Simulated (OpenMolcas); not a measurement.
# Re⁴⁺ among point charges: CASSCF and CASPT2 levels and susceptibility

Aim: the splitting of the states of Re⁴⁺ in the field of 5 point charges, its lowest levels with spin-orbit coupling and its magnetic susceptibility.

The numbers are computed with OpenMolcas 26.06 (state-averaged CASSCF and CASPT2, spin-orbit coupling by RASSI with atomic mean-field integrals), except any that are marked as measured or tabulated.

### Step 1. The system

| Quantity | Value |
| --- | --- |
| Species | Re⁴⁺ (rhenium, Z = 75, 71 electrons) |
| Basis | ANO-RCC-VDZP [7s6p4d2f1g], 68 functions |
| Scalar Hamiltonian | DKH2, point nucleus |
| Inactive shells | 1s 2s 2p 3s 3p 3d 4s 4p 4d 4f 5s 5p |
| Active space | 3 electrons in 5 orbitals (5d) |
| Some configurations of this space | 5d³ |
| Orbitals | optimised for each spin and parity, averaged over all roots |

Outer shells as boxes (Hund's rule):

5d3
```
5d [↑ ][↑ ][↑ ][  ][  ]
```

The ion sits among 5 point charges of -0.5 e arranged as a square pyramid (C4v), 1.99 Å from the ion, with the axial distance 2.288 Å.

The work runs as a chain of OpenMolcas steps in one folder; each step below is one input file. Labels, J, g values, rates, χT and fits are worked out afterwards by a script from the matrices that RASSI stores.

### Step 2. GATEWAY and SEWARD: basis and integrals

Input file a.inp:

```
&GATEWAY
Coord
1

Re 0.0 0.0 0.0
Basis=ANO-RCC-VDZP
Group=NoSym
NoMove
AngMom=0.0 0.0 0.0
AMFI
XField
5 Angstrom 0
1.990000 0.000000 0.000000 -0.500000
0.000000 1.990000 0.000000 -0.500000
-1.990000 0.000000 0.000000 -0.500000
0.000000 -1.990000 0.000000 -0.500000
0.000000 0.000000 2.288500 -0.500000
&SEWARD
```

Command:

```console
$ OMP_NUM_THREADS=1 MOLCAS_MEM=1689 MOLCAS_PROJECT=a pymolcas a.inp > a.log
```

What it wrote:

```text
Basis set label: RE.ANO-RCC...7S6P4D2F1G.

      Electronic valence basis set:
      ------------------
      Associated Effective Charge  75.000000 au
      Associated Actual Charge     75.000000 au
      Nuclear Model: Point charge

      Shell  nPrim  nBasis  Cartesian Spherical Contaminant
         s      24       7        X
         p      21       6        X
         d      15       4                 X
         f      11       2                 X
         g       4       1                 X
                  Relativistic Douglas-Kroll-Hess integrals:
                    - DKH order of Hamiltonian: 2
                    - DKH order of Properties : 0
                  Atomic mean-field integrals
```

### Step 3. Reference wave functions, quartets, 10 roots

Input file a.inp:

```
&RASSCF
FileOrb=start.orb
Symmetry=1
Spin=4
nActEl=3 0 0
Inactive=34
Ras2=5
CIRoot=10 10 1
SDav=10
CIMx=300
Iter=120 100
PrWF=0.3
OrbListing=Nothing
MaxOrb=0
>>> COPY $Project.JobIph JOB001
```

start.orb holds the contracted functions of the basis, ordered by shell, or the orbitals of the step before.

What it wrote, shortened:

```text
[...]
      Number of active orbitals                  5
[...]
      Spin quantum number                      1.5
[...]
      Active orbitals                            5
[...]
      Number of CSFs                            10
      Number of root(s) required                10
[...]
      Convergence after 10 iterations
[...]
      Natural orbitals and occupation numbers for root  1
      sym 1:   1.000000   1.000000   0.000000   1.000000   0.000000
      Natural orbitals and occupation numbers for root  2
      sym 1:   0.920982   0.079018   1.000000   0.920982   0.079018
      Natural orbitals and occupation numbers for root  3
      sym 1:   0.920982   0.920982   1.000000   0.079018   0.079018
::    RASSCF root number  1 Total energy: -16675.94655485
::    RASSCF root number  2 Total energy: -16675.94090641
::    RASSCF root number  3 Total energy: -16675.94090641
[...]
::    RASSCF root number  7 Total energy: -16675.92633942
::    RASSCF root number  8 Total energy: -16675.88519704
::    RASSCF root number  9 Total energy: -16675.86793725
::    RASSCF root number 10 Total energy: -16675.86793725
```

### Step 4. Reference wave functions, doublets, 40 roots

Input file a.inp:

```
&RASSCF
FileOrb=start.orb
Symmetry=1
Spin=2
nActEl=3 0 0
Inactive=34
Ras2=5
CIRoot=40 40 1
SDav=40
CIMx=300
Iter=120 100
PrWF=0.3
OrbListing=Nothing
MaxOrb=0
>>> COPY $Project.JobIph JOB002
```

Command:

```console
$ OMP_NUM_THREADS=1 MOLCAS_MEM=1689 MOLCAS_PROJECT=a pymolcas a.inp > a.log
```

What it wrote, shortened:

```text
[...]
      Number of active orbitals                  5
[...]
      Spin quantum number                      0.5
[...]
      Active orbitals                            5
[...]
      Number of CSFs                            40
      Number of root(s) required                40
[...]
      Convergence after  7 iterations
[...]
      Natural orbitals and occupation numbers for root  1
      sym 1:   0.771143   0.939377   0.091871   0.258231   0.939377
      Natural orbitals and occupation numbers for root  2
      sym 1:   0.282704   0.839591   0.132257   0.559637   1.185811
      Natural orbitals and occupation numbers for root  3
      sym 1:   0.559637   1.185811   0.132257   0.282704   0.839591
::    RASSCF root number  1 Total energy: -16675.88074930
::    RASSCF root number  2 Total energy: -16675.87988865
::    RASSCF root number  3 Total energy: -16675.87988865
[...]
::    RASSCF root number 27 Total energy: -16675.83020520
::    RASSCF root number 28 Total energy: -16675.83020520
::    RASSCF root number 29 Total energy: -16675.79914189
::    RASSCF root number 30 Total energy: -16675.79675725
```

### Step 5. State interaction with spin-orbit coupling

Input file a.inp:

```
&RASSI
NrOfJobIphs=2 10 40
1 2 3 4 5 6 7 8 9 10
1 2 3 4 5 6 7 8 9 10 11 12 13 14 15 16 17 18 19 20 21 22 23 24 25 26 27
28 29 30 31 32 33 34 35 36 37 38 39 40
IphNames
JOB001
JOB002
EJob
SpinOrbit
DIPRint=1.0
SOCoupling=1000.0
Subsets=2
Property=9
'ANGMOM' 1 'ANGMOM' 2 'ANGMOM' 3 'MLTPL  1' 1 'MLTPL  1' 2 'MLTPL  1' 3
'AMFI' 1 'AMFI' 2 'AMFI' 3
SOProperty=3
'ANGMOM' 1 'ANGMOM' 2 'ANGMOM' 3
```

What it wrote:

```text
SPIN-FREE ENERGIES:
  (Shifted by EMIN (a.u.) =     -16675.9465548525)

 SF State       Relative EMIN(au)   Rel lowest level(eV)    D:o, cm**(-1)      L_eff

     1             0.0000000000        0.0000000000              0.0000         3.0
     2             0.0056484442        0.1537019980           1239.6902         3.0
     3             0.0056484442        0.1537019980           1239.6902         3.0
     4             0.0154622525        0.4207493255           3393.5722         3.0
     5             0.0156412293        0.4256195308           3432.8530         2.8
     6             0.0202154373        0.5500900714           4436.7756         3.0
     7             0.0202154373        0.5500900714           4436.7756         3.0
     8             0.0613578092        1.6696310467          13466.4826         1.4
    11             0.0658055552        1.7906603791          14442.6500         4.0
    12             0.0666662065        1.8140798953          14631.5411         4.0
    13             0.0666662065        1.8140798953          14631.5411         4.0
    14             0.0671415406        1.8270143942          14735.8649         4.1
    15             0.0691567340        1.8818506017          15178.1487         4.1
    16             0.0716107535        1.9486278732          15716.7437         4.1
    17             0.0716107535        1.9486278732          15716.7437         4.1
    18             0.0718466896        1.9550480210          15768.5257         4.0
    19             0.0726366965        1.9765452029          15941.9122         4.1
    20             0.0782038160        2.1280342422          17163.7537         4.0
    21             0.0782038160        2.1280342422          17163.7537         4.0
    10             0.0786176061        2.1392940453          17254.5701         1.1
     9             0.0786176061        2.1392940453          17254.5701         1.1
    22             0.0798183109        2.1719668862          17518.0944         4.8
    23             0.0815093178        2.2179815295          17889.2275         4.4
    24             0.0871906144        2.3725774853          19136.1280         4.2
    25             0.0880649790        2.3963701574          19328.0288         3.4
    26             0.0880649790        2.3963701574          19328.0288         3.4
    27             0.0935331393        2.5451663797          20528.1513         1.6
    28             0.0966094395        2.6288767743          21203.3211         4.6
    29             0.0966094395        2.6288767743          21203.3211         4.6
    30             0.0966970085        2.6312596476          21222.5403         2.9
    31             0.0973611390        2.6493315592          21368.3001         3.9
    32             0.1005741788        2.7367628245          22073.4808         3.2
    33             0.1015455433        2.7631949991          22286.6707         4.0
    34             0.1015455433        2.7631949991          22286.6707         4.0
    35             0.1052048052        2.8627685902          23089.7858         4.8
    36             0.1162422567        3.1631129444          25512.2264         3.6
    37             0.1163496513        3.1660353007          25535.7968         3.6
    38             0.1163496513        3.1660353007          25535.7968         3.6
    39             0.1474129577        4.0113109304          32353.4046         3.0
    40             0.1497976064        4.0762005272          32876.7744         3.0
Eigenvalues of complex Hamiltonian:
   -----------------------------------
  (Shifted by EMIN (a.u.) =     -16675.9465548525)

 SO State       Relative EMIN(au)   Rel lowest level(eV)    D:o, cm**(-1)     J-value

     1            -0.0441448611        0.0000000000              0.0000         0.9
     2            -0.0441448611        0.0000000000              0.0000         0.9
     3            -0.0385828022        0.1513513323           1220.7308         1.5
     4            -0.0385828022        0.1513513323           1220.7308         1.5
     5            -0.0194388873        0.6722837941           5422.3345         1.6
     6            -0.0194388873        0.6722837941           5422.3345         1.6
     7            -0.0156489642        0.7754128560           6254.1265         2.4
     8            -0.0156489642        0.7754128560           6254.1265         2.4
     9            -0.0133405089        0.8382291263           6760.7738         1.8
    10            -0.0133405089        0.8382291263           6760.7738         1.8
    11             0.0022080302        1.2613264278          10173.2837         3.0
    12             0.0022080302        1.2613264278          10173.2837         3.0
    13             0.0030479602        1.2841820878          10357.6271         2.4
    14             0.0030479602        1.2841820878          10357.6271         2.4
    15             0.0065549455        1.3796120204          11127.3214         2.7
    16             0.0065549455        1.3796120204          11127.3214         2.7
    17             0.0072406667        1.3982714439          11277.8198         2.7
    18             0.0072406667        1.3982714439          11277.8198         2.7
    19             0.0184691520        1.7038140940          13742.1874         3.5
    20             0.0184691520        1.7038140940          13742.1874         3.5
    21             0.0192322611        1.7245793512          13909.6705         3.7
    22             0.0192322611        1.7245793512          13909.6705         3.7
    23             0.0216999284        1.7917280005          14451.2609         2.9
    24             0.0216999284        1.7917280005          14451.2609         2.9
    25             0.0231284909        1.8306011642          14764.7941         3.7
    26             0.0231284909        1.8306011642          14764.7941         3.7
    27             0.0244792463        1.8673570909          15061.2507         2.9
    28             0.0244792463        1.8673570909          15061.2507         2.9
    29             0.0319941692        2.0718485625          16710.5856         2.2
    30             0.0319941692        2.0718485625          16710.5856         2.2
    31             0.0351838155        2.1586432590          17410.6321         1.9
    32             0.0351838155        2.1586432590          17410.6321         1.9
    33             0.0411214033        2.3202132538          18713.7819         1.4
    34             0.0411214033        2.3202132538          18713.7819         1.4
    35             0.0553559084        2.7075538710          21837.8947         3.2
    36             0.0553559084        2.7075538710          21837.8947         3.2
    37             0.0557328953        2.7178122067          21920.6338         3.6
    38             0.0557328953        2.7178122067          21920.6338         3.6
    39             0.0578576248        2.7756290413          22386.9580         4.0
    40             0.0578576248        2.7756290413          22386.9580         4.0
    41             0.0583014945        2.7877073521          22484.3761         3.6
Weights of the five most important spin-orbit-free states for each spin-orbit state.

 SO State  Total energy (au)           Spin-free states, spin, and weights
 -------------------------------------------------------------------------------------------------------
    1        -0.044145       3 1.5  0.2280    2 1.5  0.2280    1 1.5  0.2045    4 1.5  0.0677    7 1.5  0.0536
    2        -0.044145       3 1.5  0.2280    2 1.5  0.2280    1 1.5  0.2045    4 1.5  0.0677    7 1.5  0.0536
    3        -0.038583       1 1.5  0.2692    4 1.5  0.1377    5 1.5  0.1361    7 1.5  0.0943    6 1.5  0.0943
    4        -0.038583       1 1.5  0.2692    4 1.5  0.1377    5 1.5  0.1361    7 1.5  0.0943    6 1.5  0.0943
    5        -0.019439       2 1.5  0.2809    3 1.5  0.2809    1 1.5  0.1887    7 1.5  0.0633    6 1.5  0.0633
    6        -0.019439       2 1.5  0.2809    3 1.5  0.2809    1 1.5  0.1887    7 1.5  0.0633    6 1.5  0.0633
    7        -0.015649       1 1.5  0.2548    5 1.5  0.1938    6 1.5  0.1098    7 1.5  0.1098    4 1.5  0.0974
    8        -0.015649       1 1.5  0.2548    5 1.5  0.1938    6 1.5  0.1098    7 1.5  0.1098    4 1.5  0.0974
    9        -0.013341       4 1.5  0.2114    5 1.5  0.1805    6 1.5  0.1607    7 1.5  0.1607    2 1.5  0.1093
   10        -0.013341       4 1.5  0.2114    5 1.5  0.1805    6 1.5  0.1607    7 1.5  0.1607    2 1.5  0.1093
   11         0.002208       1 1.5  0.3870    5 1.5  0.2108    3 1.5  0.0871    2 1.5  0.0871    7 1.5  0.0370
   12         0.002208       1 1.5  0.3870    5 1.5  0.2108    3 1.5  0.0871    2 1.5  0.0871    7 1.5  0.0370
```

Time for these steps: 13 s (1 thread of Arm Neoverse V1, shared host).

States without spin-orbit coupling:

```tsv
state	degeneracy	E (cm-1)	free-ion L (%)
quartet	1	0	F (100)
quartet	2	1240	F (99)
quartet	1	3394	F (100)
quartet	1	3433	F (86)
quartet	2	4437	F (99)
quartet	1	13466	P (86)
doublet	1	14443	G (85)
doublet	2	14632	G (79)
doublet	1	14736	G (84)
doublet	1	15178	G (68)
doublet	2	15717	G (81)
doublet	1	15769	G (96)
doublet	1	15942	G (87)
doublet	2	17164	H (52)
quartet	2	17255	P (98)
doublet	1	17518	H (82)
doublet	1	17889	H (68)
doublet	1	19136	H (61)
doublet	2	19328	P (45)
doublet	1	20528	P (88)
doublet	2	21203	H (78)
doublet	1	21223	D (78)
doublet	1	21368	H (56)
doublet	1	22073	D (61)
```

With spin-orbit coupling:

```csv
E (cm-1),Degeneracy,2S+1,g
0.0,2,4,0.67 0.67 1.07
1221,2,4,0.30 1.04 1.04
5422,2,4,2.29 2.73 2.73
6254,2,4,1.30 3.28 3.28
6761,2,4,0.17 1.75 1.75
10173,2,4,0.65 4.01 4.01
10358,2,4,2.08 2.08 4.49
11127,2,4,2.22 2.36 2.36
11278,2,4,2.38 3.28 3.28
13742,2,4,2.28 4.09 4.09
13910,2,4,0.58 4.29 4.29
14451,2,4,0.02 2.48 2.48
14765,2,4,3.27 4.04 4.04
15061,2,4,3.75 3.75 5.93
16711,2,4,0.62 0.62 4.19
17411,2,4,0.06 0.06 0.94
18714,2,4,0.02 0.02 2.61
21838,2,2,1.05 1.52 1.52
21921,2,2,2.41 2.66 2.66
22387,2,2,0.87 3.22 3.22
22484,2,2,0.74 4.23 4.23
22655,2,2,0.30 0.30 3.89
23076,2,2,1.49 3.23 3.23
24069,2,2,0.83 0.83 3.03
```

The table of states holds 24 of 37 computed; the rest, higher up, is left out. Principal g values are given for doublets only; a zero marks a field direction without first-order Zeeman splitting.

Powder χT (cm³ K/mol): 0.06 at 2 K, 0.06 at 5 K, 0.07 at 10 K, 0.07 at 20 K, 0.07 at 50 K, 0.07 at 100 K, 0.08 at 150 K, 0.09 at 200 K, 0.09 at 250 K, 0.10 at 300 K.

[end of part 1 of 2]
